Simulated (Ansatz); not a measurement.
The system is GaGe.

```
CELL_PARAMETERS angstrom
0.00000 2.89784 2.89784
2.89784 0.00000 2.89784
2.89784 2.89784 0.00000
ATOMIC_POSITIONS crystal
Ge 0.00000 0.00000 0.00000
Ga 0.25000 0.25000 0.25000
```

The cell comes from a database or a generator and needn't be the stable form of this composition.

Base run:

- Program: Ansatz 0.2.0
- Functional: RPBE
- Potentials or basis: Ansatz PAW
- Cutoff: 420 eV (not typed: the program's choice for these potentials)
- k mesh: 8 × 8 × 8
- Occupations: fermi-dirac, width 0.05 eV
- Spin: no spin polarisation

Its results: band gap on the k mesh none (metal or under the smearing width); pressure 1.9 GPa.

Q: The run is repeated on the same cell with these changes: functional from RPBE to revPBE. What comes out?

A: Band gap on the k mesh none (metal or under the smearing width); pressure 1.4 GPa.

Caveats: the PAW data sets come from PBE, with cores solved anew for the run's functional, which leaves a small shift of forces and pressure.
